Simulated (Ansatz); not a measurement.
What does this script print? It uses Ansatz 0.2.0, Python API.

`torsion_c3h5alo.py`:
```python
# -*- coding: utf-8 -*-
"""Energy of C3H5AlO as one group turns about a bond."""

import ansatz as az
from ase import Atoms

SETTINGS = {
    "basis": "def2-SVP",
    "xc": "CAM-B3LYP",
    "fmax": 0.02,
}

atoms = Atoms(["C", "C", "C", "O", "Al", "H", "H", "H", "H", "H"], positions=[
    (-1.4642, -1.82, 0.4186),
    (-0.3762, -0.9639, -0.0154),
    (0.5341, -0.2877, -0.3753),
    (1.7052, 0.4815, -0.7583),
    (1.6646, 2.2834, -0.4063),
    (-1.5916, -1.741, 1.512),
    (-2.4167, -1.3636, -0.0329),
    (-1.3295, -2.8031, 0.057),
    (0.4466, 2.9855, 0.4299),
    (2.9108, 3.1778, -0.8264),
])

# start the scan from a relaxed geometry
first = az.Crystal.molecule_from_ase(atoms).calculation()
first = first.basis(gaussian=SETTINGS["basis"])
first = first.functional(SETTINGS["xc"])
first = first.relax(force_tolerance=SETTINGS["fmax"], max_steps=80)
atoms.positions = first.run(threads=1, backend="cpu").report["positions_ang"]

start = atoms.get_dihedral(2, 3, 4, 8)
energies = {}
for turn in range(0, 360, 40):
    turned = atoms.copy()
    turned.set_dihedral(2, 3, 4, 8, start + turn, indices=[4, 8, 9])
    calculation = (
        az.Crystal.molecule_from_ase(turned).calculation()
        .basis(gaussian=SETTINGS["basis"])
        .functional(SETTINGS["xc"])
    )
    energies[round((start + turn) % 360)] = calculation.run(threads=1, backend="cpu").report["free_energy_ev"]
floor = min(energies.values())
print("dihedral C2-O3-Al4-H8 (deg)   E - E(min) (kcal/mol)")
for angle, e in sorted(energies.items()):
    print(f"{angle:8d} {23.060548 * (e - floor):14.3f}  " + "#" * int(30 * (e - floor) / max(max(energies.values()) - floor, 1e-9)))
```

`python torsion_c3h5alo.py` gives:
```text
dihedral C2-O3-Al4-H8 (deg)   E - E(min) (kcal/mol)
      40          0.974  ############
      80          2.388  ##############################
     120          2.002  #########################
     160          0.646  ########
     200          0.646  ########
     240          2.002  #########################
     280          2.387  #############################
     320          0.973  ############
     360          0.000
```

The scan is rigid and the energies are electronic, in a modest basis. With rigid groups the curve can differ much from the relaxed path, the start wasn't checked as a minimum of this torsion, and equivalent turns needn't return to the same energy. Wall time of the script: 74 s on 1 thread of Arm Neoverse V2, on a shared host, peak memory 0.31 GiB.
